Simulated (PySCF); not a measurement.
# C9H10O2: the cost of one run

Computed with PySCF 2.14.0 and routines of our own; the level stands in each step. Atoms count from 0.

## 1. The starting structure

21 atoms, charge 0, multiplicity 1; geometry from: GFN2-xTB.

## 2. Relaxing the molecule at PBE0-D3(BJ)/def2-SVP

Job settings and geometry (Å):

```
{"job": {"xc": "PBE0", "basis": "def2-SVP", "d3": "d3bj", "grid": 2, "kind": "geom"}, "charge": 0, "multiplicity": 1}
C      3.030548     0.517711    -0.004611
O      3.056611    -0.860729    -0.309502
C      1.924948    -1.544753    -0.420298
C      0.621493    -1.194123    -0.299320
C     -0.440143    -2.178981    -0.475150
C     -1.626891    -1.571089    -0.302176
C     -1.392968    -0.168264    -0.007752
C     -2.472268     0.789570     0.236849
C     -2.047378     2.214169     0.526743
O     -3.641983     0.467604     0.210318
C     -0.045229     0.055488    -0.006437
H      2.556606     0.694218     0.964102
H      2.505827     1.079336    -0.781510
H      4.072039     0.833934     0.034770
H      2.154065    -2.579885    -0.653533
H     -0.258686    -3.211919    -0.704237
H     -2.607706    -2.002420    -0.360602
H     -2.928773     2.828808     0.689649
H     -1.480584     2.610286    -0.312702
H     -1.419871     2.240452     1.414608
H      0.431420     0.997528     0.179130
```

On the command line:

```console
$ OMP_NUM_THREADS=1 python excited_run.py task.json out
```

The driver reads the jobs from task.json and runs them one after another.

Q: Estimate the wall time and peak memory of this first job on 1 thread of Intel Xeon 6975P-C, shared host.

About 1.7 min, with a peak of 0.94 GiB.
